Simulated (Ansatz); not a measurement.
## C2H5BO2, SMILES COBC=O: a rigid torsion scan

Computed with the Ansatz DFT code, driven from Python.

`run_torsion.py`
```python
"""Rigid torsion scan of C2H5BO2."""

import ansatz as az
from ase import Atoms

BASIS_SET = "cc-pVDZ"
XC = "r2scan"
FORCE_TOL = 0.02


def main() -> None:
    atoms = Atoms(["C", "O", "B", "C", "O", "H", "H", "H", "H", "H"], positions=[
        [-0.8616, 0.1845, 1.2409],
        [-0.3911, 1.0356, 0.2015],
        [0.7652, 0.3729, -0.3774],
        [0.7397, -0.5502, -1.6158],
        [-0.4243, -0.7672, -2.1358],
        [-1.2511, -0.7428, 0.8399],
        [-0.1521, 0.0984, 2.064],
        [-1.7612, 0.754, 1.6487],
        [1.8689, 0.5941, 0.1432],
        [1.5508, -1.0305, -2.0063],
    ])

    # start the scan from a relaxed geometry
    first = az.Crystal.molecule_from_ase(atoms).calculation()
    first = first.basis(gaussian=BASIS_SET).functional(XC)
    first = first.relax(force_tolerance=FORCE_TOL, max_steps=80)
    atoms.positions = first.run(threads=1).report["positions_ang"]

    start = atoms.get_dihedral(3, 2, 1, 0)
    energies = {}
    for turn in range(0, 360, 40):
        turned = atoms.copy()
        turned.set_dihedral(3, 2, 1, 0, start + turn, indices=[0, 1, 5, 6, 7])
        job = (
            az.Crystal.molecule_from_ase(turned).calculation()
            .basis(gaussian=BASIS_SET)
            .functional(XC)
        )
        energies[round((start + turn) % 360)] = job.run(threads=1).report["free_energy_ev"]
    floor = min(energies.values())
    print("dihedral C3-B2-O1-C0 (deg)   E - E(min) (kJ/mol)")
    for angle, e in sorted(energies.items()):
        print(f"{angle:8d} {96.485332 * (e - floor):14.3f}  " + "#" * int(30 * (e - floor) / max(max(energies.values()) - floor, 1e-9)))


if __name__ == "__main__":
    main()
```

```console
$ python run_torsion.py
dihedral C3-B2-O1-C0 (deg)   E - E(min) (kJ/mol)
      19         37.817  ###############
      59         49.525  ###################
      99         72.871  #############################
     139         27.688  ###########
     179          0.000
     219         27.952  ###########
     259         74.306  ##############################
     299         53.978  #####################
     339         20.421  ########
```

The scan is rigid and the energies are electronic, in a modest basis. With rigid groups the curve can differ much from the relaxed path, the start wasn't checked as a minimum of this torsion, and equivalent turns needn't return to the same energy. The whole script took 75 s on 1 thread of Intel(R) Xeon(R) Processor @ 2.30GHz (shared host), peak memory 0.26 GiB.
